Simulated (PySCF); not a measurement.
# C6H11P: the cost of one run

Computed with PySCF 2.14.0, with density-fitted response routines of our own, on a single molecule in the gas phase. Atoms count from 0, in the outputs and in this text.

## (1) The molecule as given

18 atoms, charge 0, multiplicity 1; geometry from: GFN2-xTB.

Bonds of the start (Å): C0–P1 1.66, P1–C2 1.88, C2–C3 1.54, C3–C4 1.52, C4–C5 1.53, C5–C6 1.53, C6–C2 1.54, C0–H7 1.08, C0–H8 1.08, C2–H9 1.09, C3–H10 1.09, C3–H11 1.09, C4–H12 1.09, C4–H13 1.09, C5–H14 1.09, C5–H15 1.09, C6–H16 1.09, C6–H17 1.09.

## (2) Excited states and response: CAM-B3LYP/def2-SVPD

The job: settings as JSON, then the geometry in Å.

```
{"job": {"kind": "uv", "xc": "CAM-B3LYP", "basis": "def2-SVPD", "nstates": 8, "ntriplets": 3}, "charge": 0, "multiplicity": 1}
C      3.224154    -0.011526     0.167999
P      1.974172    -0.565161    -0.777482
C      0.495958    -0.231909     0.329191
C     -0.152123     1.118076    -0.031292
C     -1.646542     0.883312     0.159123
C     -1.833339    -0.530412    -0.382225
C     -0.617366    -1.288069     0.156419
H      3.097663     0.388322     1.161323
H      4.233026    -0.044047    -0.207486
H      0.837154    -0.217164     1.368136
H      0.235072     1.931684     0.580937
H      0.046535     1.360850    -1.079521
H     -2.255653     1.619902    -0.363029
H     -1.897896     0.912860     1.220933
H     -2.773567    -0.981655    -0.068277
H     -1.809507    -0.508430    -1.472756
H     -0.314885    -2.090029    -0.519314
H     -0.851613    -1.740289     1.121026
```

Method: TDDFT CAM-B3LYP/def2-SVPD, vertical, gas phase, core orbitals frozen in the response.

Run with:

```
$ OMP_NUM_THREADS=1 python probes_run.py task.json out
```

This one command runs all jobs of the session in turn.

Q: Estimate the wall time and peak memory of this job on 1 thread of Intel Xeon Platinum 8259CL at 2.50GHz, shared host.

About 69 s, with a peak of 1 GiB.
